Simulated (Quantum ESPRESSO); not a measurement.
# Pb in Quantum ESPRESSO: work function with PBE

Aim: the work function of Pb with PBE.

Program: Quantum ESPRESSO 7.5. These are calculated values, not measurements. Logs are shortened: lines on timing, memory, paths and dates and some standing lists are left out, and cuts for length are marked.

## (1) The structure

The cell holds a slab with vacuum, 5 atoms: a = 3.493 Å, b = 3.493 Å, c = 24.879 Å, α = 90.00°, β = 90.00°, γ = 90.00°.

## (2) Work function, PBE

pw.in

```
&CONTROL
  calculation = 'scf'
  prefix = 'pwscf'
  outdir = './tmp'
  pseudo_dir = './pseudo'
  tprnfor = .true.
  disk_io = 'low'
/
&SYSTEM
  ibrav = 0
  nat = 5
  ntyp = 1
  ecutwfc = 56
  nbnd = 46
  occupations = 'smearing'
  smearing = 'fd'
  degauss = 0.00367493
/
&ELECTRONS
  conv_thr = 5d-09
  electron_maxstep = 150
  mixing_beta = 0.3
  mixing_mode = 'local-TF'
/
ATOMIC_SPECIES
Pb   207.2000 Pb.upf
CELL_PARAMETERS angstrom
   3.4928246563    0.0000000000    0.0000000000
   0.0000000000    3.4928246563    0.0000000000
   0.0000000000    0.0000000000   24.8792000000
ATOMIC_POSITIONS crystal
Pb     0.5000000000    0.5000000000    0.3014566385
Pb     0.0000000000    0.0000000000    0.4007283192
Pb     0.5000000000    0.5000000000    0.5000000000
Pb     0.0000000000    0.0000000000    0.5992716808
Pb     0.5000000000    0.5000000000    0.6985433615
K_POINTS automatic
8 8 1 0 0 0
```

pp_density.in

```
&INPUTPP
  prefix = 'pwscf'
  outdir = './tmp'
  filplot = 'density.dat'
  plot_num = 0
/
&PLOT
  nfile = 1
  filepp(1) = 'density.dat'
  iflag = 3
  output_format = 6
  fileout = 'density.cube'
/
```

pp_potential.in

```
&INPUTPP
  prefix = 'pwscf'
  outdir = './tmp'
  filplot = 'potential.dat'
  plot_num = 11
/
&PLOT
  nfile = 1
  filepp(1) = 'potential.dat'
  iflag = 3
  output_format = 6
  fileout = 'potential.cube'
/
```

pp_elf.in

```
&INPUTPP
  prefix = 'pwscf'
  outdir = './tmp'
  filplot = 'elf.dat'
  plot_num = 8
/
&PLOT
  nfile = 1
  filepp(1) = 'elf.dat'
  iflag = 3
  output_format = 6
  fileout = 'elf.cube'
/
```

Potentials or basis: PseudoDojo 0.4.1 SR PBE standard.

Command:

```sh
$ OMP_NUM_THREADS=1 pw.x -in pw.in > pw.out
$ OMP_NUM_THREADS=1 pp.x -in pp_density.in > pp_density.out
$ OMP_NUM_THREADS=1 pp.x -in pp_potential.in > pp_potential.out
$ OMP_NUM_THREADS=1 pp.x -in pp_elf.in > pp_elf.out
```

pw.out:

```text
This program is part of the open-source Quantum ESPRESSO suite
     for quantum simulation of materials; please cite
[... 9 lines left out ...]
     --------------------
     sticks:   dense  smooth     PW     G-vecs:    dense   smooth      PW
     Sum         777     777    233               116063   116063   18755

     Using Slab Decomposition

     bravais-lattice index     =            0
     lattice parameter (alat)  =       6.6005  a.u.
     unit-cell volume          =    2048.2671 (a.u.)^3
     number of atoms/cell      =            5
     number of atomic types    =            1
     number of electrons       =        70.00
     number of Kohn-Sham states=           46
     kinetic-energy cutoff     =      56.0000  Ry
     charge density cutoff     =     224.0000  Ry
     scf convergence threshold =      5.0E-09
     mixing beta               =       0.3000
     number of iterations used =            8  local-TF  mixing
     Exchange-correlation= PBE
                           (   1   4   3   4   0   0   0)

     celldm(1)=   6.600482  celldm(2)=   0.000000  celldm(3)=   0.000000
     celldm(4)=   0.000000  celldm(5)=   0.000000  celldm(6)=   0.000000

     crystal axes: (cart. coord. in units of alat)
               a(1) = (   1.000000   0.000000   0.000000 )
               a(2) = (   0.000000   1.000000   0.000000 )
               a(3) = (   0.000000   0.000000   7.122946 )

     reciprocal axes: (cart. coord. in units 2 pi/alat)
               b(1) = (  1.000000  0.000000  0.000000 )
               b(2) = (  0.000000  1.000000  0.000000 )
               b(3) = (  0.000000  0.000000  0.140391 )

     PseudoPot. # 1 for Pb read from file:
     Pb.upf
     Pseudo is Norm-conserving + core correction, Zval = 14.0
     Generated using ONCVPSP code by D. R. Hamann
     Using radial grid of 1678 points,  6 beta functions with:
                l(1) =   0
                l(2) =   0
                l(3) =   1
                l(4) =   1
                l(5) =   2
                l(6) =   2

     atomic species   valence    mass     pseudopotential
     Pb               14.00   207.20000     Pb( 1.00)

     16 Sym. Ops., with inversion, found

   Cartesian axes

     site n.     atom                  positions (alat units)
         1        Pb     tau(   1) = (   0.5000000   0.5000000   2.1472592  )
         2        Pb     tau(   2) = (   0.0000000   0.0000000   2.8543660  )
         3        Pb     tau(   3) = (   0.5000000   0.5000000   3.5614728  )
         4        Pb     tau(   4) = (   0.0000000   0.0000000   4.2685796  )
         5        Pb     tau(   5) = (   0.5000000   0.5000000   4.9756864  )

     number of k points=    15  Fermi-Dirac smearing, width (Ry)=  0.0037
                       cart. coord. in units 2pi/alat
        k(    1) = (   0.0000000   0.0000000   0.0000000), wk =   0.0312500
        k(    2) = (   0.0000000   0.1250000   0.0000000), wk =   0.1250000
        k(    3) = (   0.0000000   0.2500000   0.0000000), wk =   0.1250000
        k(    4) = (   0.0000000   0.3750000   0.0000000), wk =   0.1250000
        k(    5) = (   0.0000000  -0.5000000   0.0000000), wk =   0.0625000
        k(    6) = (   0.1250000   0.1250000   0.0000000), wk =   0.1250000
        k(    7) = (   0.1250000   0.2500000   0.0000000), wk =   0.2500000
        k(    8) = (   0.1250000   0.3750000   0.0000000), wk =   0.2500000
        k(    9) = (   0.1250000  -0.5000000   0.0000000), wk =   0.1250000
        k(   10) = (   0.2500000   0.2500000   0.0000000), wk =   0.1250000
        k(   11) = (   0.2500000   0.3750000   0.0000000), wk =   0.2500000
        k(   12) = (   0.2500000  -0.5000000   0.0000000), wk =   0.1250000
        k(   13) = (   0.3750000   0.3750000   0.0000000), wk =   0.1250000
        k(   14) = (   0.3750000  -0.5000000   0.0000000), wk =   0.1250000
        k(   15) = (  -0.5000000  -0.5000000   0.0000000), wk =   0.0312500

     Dense  grid:   116063 G-vectors     FFT dimensions: (  32,  32, 225)

     Initial potential from superposition of free atoms

     starting charge      69.9893, renormalised to      70.0000

     negative rho (up, down):  1.456E-05 0.000E+00
     Starting wfcs are   45 randomized atomic wfcs +    1 random wfcs

     Self-consistent Calculation

     iteration #  1     ecut=    56.00 Ry     beta= 0.30
     Davidson diagonalization with overlap
     ethr =  1.00E-02,  avg # of iterations =  5.9

     Threshold (ethr) on eigenvalues was too large:
     Diagonalizing with lowered threshold

     Davidson diagonalization with overlap
     ethr =  1.07E-04,  avg # of iterations =  6.7

     total energy              =    -703.79516207 Ry
     estimated scf accuracy    <       0.07838158 Ry

     iteration #  2     ecut=    56.00 Ry     beta= 0.30
     Davidson diagonalization with overlap
     ethr =  1.12E-04,  avg # of iterations =  1.1

     total energy              =    -703.78363304 Ry
     estimated scf accuracy    <       0.05263958 Ry

     iteration #  3     ecut=    56.00 Ry     beta= 0.30
     Davidson diagonalization with overlap
     ethr =  7.52E-05,  avg # of iterations =  5.4

     total energy              =    -703.78797879 Ry
     estimated scf accuracy    <       0.00260559 Ry
[... 71 lines left out ...]
     total energy              =    -703.78754428 Ry
     estimated scf accuracy    <          1.0E-08 Ry

     iteration # 13     ecut=    56.00 Ry     beta= 0.30
     Davidson diagonalization with overlap
     ethr =  1.43E-11,  avg # of iterations =  3.1

     total energy              =    -703.78754416 Ry
     estimated scf accuracy    <          9.2E-09 Ry

     iteration # 14     ecut=    56.00 Ry     beta= 0.30
     Davidson diagonalization with overlap
     ethr =  1.32E-11,  avg # of iterations =  2.5

     End of self-consistent calculation

          k = 0.0000 0.0000 0.0000 ( 14495 PWs)   bands (ev):

   -13.4175 -13.3209 -13.3198 -13.3030 -13.2373 -13.2336 -13.2336 -13.2265
   -13.2240 -13.2039 -13.1281 -13.1281 -13.1191 -13.1081 -13.0904 -13.0891
   -13.0891 -13.0235 -13.0133 -12.9692 -12.9692 -12.9606 -12.9537 -12.9312
   -12.9312  -7.7393  -7.0749  -6.1075  -4.8058  -3.5006   1.1595   2.7541
     4.7237   6.1882   6.1882   6.5290   6.9705   6.9705   7.4753   7.6166
     8.0801   8.0801   8.9554   9.3333   9.4609   9.4609

          k = 0.0000 0.1250 0.0000 ( 14443 PWs)   bands (ev):

   -13.3911 -13.3010 -13.2967 -13.2803 -13.2477 -13.2274 -13.2131 -13.2075
   -13.2057 -13.1940 -13.1544 -13.1313 -13.1126 -13.1012 -13.1007 -13.0829
   -13.0817 -13.0387 -13.0259 -12.9887 -12.9710 -12.9673 -12.9567 -12.9546
   -12.9317  -7.5377  -6.8766  -5.9220  -4.6534  -3.4204   1.3669   2.6953
     4.1012   4.8744   5.4910   6.1350   6.4198   6.9673   7.1839   7.2412
     8.0525   8.1374   8.2645   8.6180   9.6084   9.6616

          k = 0.0000 0.2500 0.0000 ( 14470 PWs)   bands (ev):

   -13.3478 -13.2730 -13.2514 -13.2503 -13.2355 -13.2167 -13.1917 -13.1910
   -13.1895 -13.1731 -13.1708 -13.1194 -13.1086 -13.1081 -13.0930 -13.0751
   -13.0517 -13.0477 -13.0408 -13.0164 -13.0095 -12.9897 -12.9768 -12.9456
   -12.9430  -6.9355  -6.2909  -5.3895  -4.2551  -3.3078   1.6639   1.7861
     2.5377   3.0962   4.3532   4.5107   6.0912   6.3514   7.0907   7.7249
     7.7917   8.4549   8.6953   8.7649   9.0396   9.8116

          k = 0.0000 0.3750 0.0000 ( 14482 PWs)   bands (ev):

   -13.3195 -13.2897 -13.2285 -13.2233 -13.2192 -13.2178 -13.2143 -13.1901
   -13.1862 -13.1772 -13.1622 -13.1192 -13.1189 -13.1174 -13.0860 -13.0815
   -13.0752 -13.0096 -13.0023 -12.9987 -12.9792 -12.9741 -12.9649 -12.9632
   -12.9467  -5.9610  -5.3741  -4.6439  -3.9251  -3.6538   0.5008   0.6751
     1.4905   2.0957   3.5240   3.5886   5.3117   6.5349   7.6080   8.1244
     8.3193   8.6816   8.8035   9.3224   9.3820   9.9554

          k = 0.0000-0.5000 0.0000 ( 14580 PWs)   bands (ev):

   -13.3091 -13.2979 -13.2309 -13.2223 -13.2223 -13.2060 -13.2052 -13.1988
   -13.1927 -13.1731 -13.1682 -13.1650 -13.1313 -13.1149 -13.0927 -13.0835
   -13.0544 -12.9963 -12.9770 -12.9741 -12.9707 -12.9656 -12.9616 -12.9500
   -12.9378  -4.7679  -4.7151  -4.4102  -4.3115  -4.1774   0.0067   0.2032
     1.0899   1.5927   2.3396   4.4152   5.4681   5.9620   7.5152   7.9963
     9.3156   9.3669   9.4739   9.5382   9.7765   9.7940

          k = 0.1250 0.1250 0.0000 ( 14451 PWs)   bands (ev):

   -13.3594 -13.2890 -13.2703 -13.2572 -13.2540 -13.2232 -13.1976 -13.1899
   -13.1858 -13.1819 -13.1620 -13.1396 -13.1157 -13.1076 -13.0957 -13.0887
   -13.0694 -13.0597 -13.0399 -12.9907 -12.9797 -12.9754 -12.9731 -12.9648
   -12.9328  -7.3365  -6.6796  -5.7390  -4.5034  -3.3369   1.5726   2.7247
     3.9499   4.7330   5.2353   5.3836   5.4794   6.5419   6.6641   6.7893
     7.5082   7.8944   8.3616   8.4233   8.6403   9.2264

          k = 0.1250 0.2500 0.0000 ( 14475 PWs)   bands (ev):

   -13.3100 -13.2829 -13.2447 -13.2307 -13.2199 -13.2144 -13.1977 -13.1818
   -13.1702 -13.1449 -13.1440 -13.1166 -13.1157 -13.1097 -13.1051 -13.0900
   -13.0815 -13.0526 -13.0379 -13.0109 -13.0041 -12.9977 -12.9879 -12.9623
   -12.9399  -6.7362  -6.0985  -5.2138  -4.1107  -3.2075   1.8746   1.9970
     2.7337   3.2420   4.2254   4.5998   5.5032   5.7392   6.1406   6.6601
     7.1378   7.8682   8.0786   8.6904   9.0996   9.1806

          k = 0.1250 0.3750 0.0000 ( 14509 PWs)   bands (ev):

   -13.2987 -13.2860 -13.2482 -13.2385 -13.2252 -13.1971 -13.1878 -13.1742
   -13.1690 -13.1545 -13.1453 -13.1436 -13.1122 -13.1081 -13.1001 -13.0905
   -13.0645 -13.0110 -13.0082 -12.9920 -12.9911 -12.9778 -12.9625 -12.9574
   -12.9553  -5.7669  -5.1909  -4.4806  -3.7809  -3.5095   0.7253   0.8845
     1.6532   2.2739   3.6701   3.6930   5.1784   6.1711   6.7086   7.0779
     7.3109   8.0291   8.3654   8.4461   8.9422   9.0113

          k = 0.1250-0.5000 0.0000 ( 14522 PWs)   bands (ev):

   -13.3039 -13.2770 -13.2558 -13.2535 -13.2270 -13.1894 -13.1847 -13.1813
   -13.1777 -13.1646 -13.1580 -13.1538 -13.1236 -13.1061 -13.1033 -13.0709
   -13.0607 -12.9972 -12.9916 -12.9798 -12.9722 -12.9620 -12.9596 -12.9464
   -12.9337  -4.5881  -4.5352  -4.2476  -4.1444  -4.0228   0.2322   0.4142
     1.2741   1.7332   2.4219   4.5930   5.5630   5.9041   7.1664   7.4304
     7.7302   7.7335   8.0177   8.1008   8.5774   9.8152

          k = 0.2500 0.2500 0.0000 ( 14483 PWs)   bands (ev):

   -13.3116 -13.2598 -13.2584 -13.2270 -13.2207 -13.1908 -13.1668 -13.1582
   -13.1515 -13.1421 -13.1359 -13.1066 -13.1032 -13.0956 -13.0904 -13.0693
   -13.0645 -13.0567 -13.0340 -13.0170 -13.0150 -13.0045 -13.0008 -12.9801
   -12.9360  -6.1433  -5.5318  -4.7103  -3.7290  -3.0041   2.3186   2.4851
     2.7135   3.1962   3.4648   3.6337   4.5329   4.7637   5.3414   5.8870
     6.0454   7.2012   7.3880   8.5487   8.5674   9.0584

          k = 0.2500 0.3750 0.0000 ( 14504 PWs)   bands (ev):

   -13.3318 -13.2936 -13.2809 -13.2471 -13.2181 -13.1940 -13.1792 -13.1761
   -13.1542 -13.1404 -13.1251 -13.1176 -13.1096 -13.0653 -13.0627 -13.0440
   -13.0346 -13.0190 -13.0089 -12.9969 -12.9964 -12.9813 -12.9582 -12.9575
   -12.9424  -5.1927  -4.6543  -4.0132  -3.3851  -3.1299   1.3696   1.4297
     1.9890   2.7080   3.5249   3.8208   4.0788   4.5115   4.9671   5.9109
     6.2245   6.6469   6.9851   7.6740   7.8608   9.3324

          k = 0.2500-0.5000 0.0000 ( 14532 PWs)   bands (ev):

   -13.3333 -13.3159 -13.2914 -13.2613 -13.2097 -13.2049 -13.1997 -13.1943
   -13.1511 -13.1486 -13.1419 -13.1149 -13.0810 -13.0674 -13.0530 -13.0436
   -13.0426 -13.0042 -13.0000 -12.9865 -12.9696 -12.9497 -12.9403 -12.9330
   -12.9289  -4.0681  -4.0133  -3.7782  -3.6648  -3.5786   0.8764   0.9978
     1.7510   1.9649   2.4134   4.9129   5.0682   5.0808   5.3505   5.4773
     5.5235   6.0874   6.9034   7.1316   7.4674   9.5968

          k = 0.3750 0.3750 0.0000 ( 14535 PWs)   bands (ev):

   -13.3625 -13.3401 -13.3105 -13.2665 -13.2392 -13.2176 -13.2079 -13.1694
   -13.1687 -13.1597 -13.1411 -13.1073 -13.0639 -13.0285 -13.0194 -13.0089
   -13.0020 -12.9960 -12.9676 -12.9669 -12.9614 -12.9527 -12.9426 -12.9351
   -12.9293  -4.2906  -3.8422  -3.3728  -2.9478  -2.8171   1.3110   2.0809
     2.2869   2.3228   2.7480   2.9894   3.1686   3.8560   4.5292   4.9981
     5.8143   6.1496   6.3219   6.4119   6.8675   9.2173

          k = 0.3750-0.5000 0.0000 ( 14500 PWs)   bands (ev):

   -13.3689 -13.3651 -13.3217 -13.2801 -13.2382 -13.2342 -13.2205 -13.1876
   -13.1783 -13.1747 -13.1482 -13.0975 -13.0364 -13.0214 -13.0125 -13.0122
   -12.9915 -12.9862 -12.9639 -12.9591 -12.9507 -12.9119 -12.9114 -12.9113
   -12.9091  -3.3284  -3.2623  -3.1214  -3.0003  -2.9651   1.4255   1.4476
     1.6293   1.9756   2.0066   3.4901   3.7730   3.8549   4.5408   4.9003
     5.6962   5.7165   5.8258   5.8507   6.4679   9.2323

          k =-0.5000-0.5000 0.0000 ( 14424 PWs)   bands (ev):

   -13.3837 -13.3837 -13.3331 -13.2862 -13.2542 -13.2542 -13.2207 -13.1980
   -13.1890 -13.1775 -13.1775 -13.0818 -13.0134 -13.0134 -13.0108 -12.9951
   -12.9923 -12.9717 -12.9471 -12.9459 -12.9459 -12.8875 -12.8874 -12.8841
   -12.8841  -2.8800  -2.7926  -2.7361  -2.6142  -2.6070   0.8134   0.8134
     1.5922   1.5922   2.6892   2.6892   4.0527   4.0527   4.4656   4.4685
     5.3174   5.3265   5.3265   5.4935   6.0836   8.7558

     the Fermi energy is     3.8309 ev

!    total energy              =    -703.78754419 Ry
     estimated scf accuracy    <          1.6E-09 Ry
     smearing contrib. (-TS)   =      -0.00214713 Ry
     internal energy E=F+TS    =    -703.78539705 Ry

     The total energy is F=E-TS. E is the sum of the following terms:
     one-electron contribution =   -3033.55342510 Ry
     hartree contribution      =    1548.56306153 Ry
     xc contribution           =    -199.82133177 Ry
     ewald contribution        =     981.02629829 Ry

     convergence has been achieved in  14 iterations

     Forces acting on atoms (cartesian axes, Ry/au):

     atom    1 type  1   force =     0.00000000    0.00000000    0.00313499
     atom    2 type  1   force =     0.00000000    0.00000000   -0.01960165
     atom    3 type  1   force =     0.00000000    0.00000000    0.00000000
     atom    4 type  1   force =     0.00000000    0.00000000    0.01960165
     atom    5 type  1   force =     0.00000000    0.00000000   -0.00313499

     Total force =     0.028073     Total SCF correction =     0.000123

=------------------------------------------------------------------------------=
   JOB DONE.
=------------------------------------------------------------------------------=
```

It took 3.6 min on 1 thread of Arm Neoverse V1, shared host; peak memory 0.33 GiB.

Results:

| Quantity | Value |
| --- | --- |
| Free energy | -9575.5173 eV |
| Largest force | 0.504 eV/Å |
| Band gap on the k mesh | none (metal or under the smearing width) |
| Work function of the upper face | 3.72 eV |
| Work function of the lower face | 3.72 eV |

Forces in eV/Å, atoms in the order of the input:
```
Pb   0.000  0.000  0.081
Pb   0.000  0.000 -0.504
Pb   0.000  0.000  0.000
Pb   0.000  0.000  0.504
Pb   0.000  0.000 -0.081
```

Levels at points of the mesh, in eV from the Fermi level:
```tsv
k point	band 32	band 33	band 34	band 35	band 36	band 37	band 38	band 39
(0.00, 0.00, 0.00)	-1.08	0.89	2.36	2.36	2.70	3.14	3.14	3.64
(0.00, -0.50, 0.00)	-3.63	-2.74	-2.24	-1.49	0.58	1.64	2.13	3.68
(-0.50, -0.50, 0.00)	-3.02	-2.24	-2.24	-1.14	-1.14	0.22	0.22	0.63
```

Spin-orbit coupling is left out, which matters for the levels of Pb.
